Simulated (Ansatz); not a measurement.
Write a Python script for Ansatz's Python interface that makes a comparison of dispersion corrections of C2H4AlClSi, SMILES C#C[SiH2][AlH][Cl]. Use (for the species named): revPBE, def2-SVP basis, multiplicity 1, D3BJ dispersion.

The script reads `c2h4alclsi.xyz`:
```text
9

C    -1.15500    1.52880    1.63450
C    -0.57230    0.64440    1.18490
Si    0.35450   -0.74600    0.51140
Al    0.74560   -0.44660   -1.80220
Cl   -1.09700   -0.31950   -3.13140
H    -1.76110    2.40320    2.00480
H    -0.31120   -1.99930    0.78170
H     1.74110   -0.77970    1.17400
H     2.14390   -0.33160   -2.37470
```

The script, `disp.py`:
```python
# -*- coding: utf-8 -*-
"""Dispersion corrections for C2H4AlClSi."""

import ansatz as az


def main():
    mol = az.Crystal.molecule_from_extxyz("c2h4alclsi.xyz")

    calculation = mol.calculation().basis(gaussian="def2-SVP")
    for name in ["revpbe", "blyp"]:
        for correction in ("d3bj", "d4"):
            data = calculation.functional(name, dispersion=correction).run(threads=1, pin="off").report
            print(f"{name:8s} {correction:5s} total {data['free_energy_ev']:.5f} eV, of which dispersion {1000 * data['dispersion']['energy']['ev']:.2f} meV")


if __name__ == "__main__":
    main()
```

```console
$ python disp.py
revpbe   d3bj  total -29119.89921 eV, of which dispersion -500.00 meV
revpbe   d4    total -29119.95885 eV, of which dispersion -559.64 meV
blyp     d3bj  total -29124.68167 eV, of which dispersion -492.38 meV
blyp     d4    total -29124.65497 eV, of which dispersion -465.68 meV
```

Reading the output:
- Total energies depend on the basis set; only differences at equal settings carry meaning.
- The geometry is a force-field or estimated start, not a minimum of this method, and the basis set is short of its limit. D4 holds the three-body term, and d3bj doesn't.
- It ran for 11 s on 1 thread of Intel(R) Xeon(R) Platinum 8259CL CPU @ 2.50GHz (Skylake/Cascade Lake), on a shared host, peak memory 0.2 GiB.
